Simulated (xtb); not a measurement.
# GFN2-xTB (ALPB cs2, fixed atoms (1, 4)) run of triplet C2HBrFI

We compute a structure relaxation of triplet C2HBrFI. 

Program for the calculation: xtb 6.7.1 later snapshot.

4 further runs of the same task are left out: 1 that didn't finish, 3 set aside as unsound or not needed.

**1. The molecule**

The species is C2HBrFI (6 atoms), meant as a triplet with charge 0. SMILES of the parent species: `F/C(I)=C\Br`. All atoms were displaced at random from a relaxed shape. That shape belongs to the parent species and isn't relaxed for this state. The run starts from this shape.

Bond lengths: F1–C2 1.356 Å, C2–I3 2.143 Å, C2–C4 1.286 Å, C4–Br5 1.973 Å, C4–H6 1.069 Å. Angles: F1–C2–I3 110.1°, F1–C2–C4 125.3°, I3–C2–C4 124.6°, C2–C4–Br5 123.9°, C2–C4–H6 119.9°, Br5–C4–H6 116.0°.

**2. A geometry optimisation at GFN2-xTB (ALPB cs2, fixed atoms (1, 4))**

The input, .CHRG:

```
0
```

The input, .UHF:

```
2
```

The input, detailed.inp:

```
$opt
   hlow=0.005
$scc
   broydamp=0.1
$fix
   atoms: 1,4
$end
```

The input, struc.tmol:

```
$coord
      1.289093683449      3.072859084814      0.000774787711  f
     -0.118192920465      0.996535733465      0.525820073629  c
     -2.694375287944      1.789385446860      3.547361755803  i
      0.054994809679     -1.141292534063     -0.614983021368  c
      2.449769138372     -1.829370161931     -3.388025718153  br
     -1.020684543611     -2.721876472235      0.036577538868  h
$end
```

On the command line:

```bash
$ xtb struc.tmol -I detailed.inp --wbo -o sloppy --alpb cs2 --parallel 1 | tee out.txt
```

**Question.** What will come out? Wanted: total energy at the end; dipole moment; HOMO energy; LUMO energy; dispersion energy; solvent term in the energy; mean polarisability.

Computed results:

Level: GFN2-xTB (ALPB cs2, fixed atoms (1, 4)).

| quantity | value |
| --- | --- |
| total energy at the end | -17.27850 Eh |
| dipole moment | 1.36 D |
| HOMO energy (partly filled) | -10.12 eV |
| LUMO energy | -6.89 eV |
| dispersion energy | -11.84 kJ/mol |
| solvent term in the energy | -35.3 kJ/mol |
| mean polarisability (D4 model) | 78.0 bohr³ |

At the final geometry: Bond lengths: F1–C2 1.301 Å, C2–C4 1.287 Å, C4–Br5 2.045 Å, C4–H6 1.070 Å. Angles: F1–C2–C4 130.1°, C2–C4–Br5 124.4°, C2–C4–H6 126.6°, Br5–C4–H6 108.8°. A long bond or contact: C2–I3 2.762 Å. The optimisation took 6 steps and changed the energy by -0.898 eV.
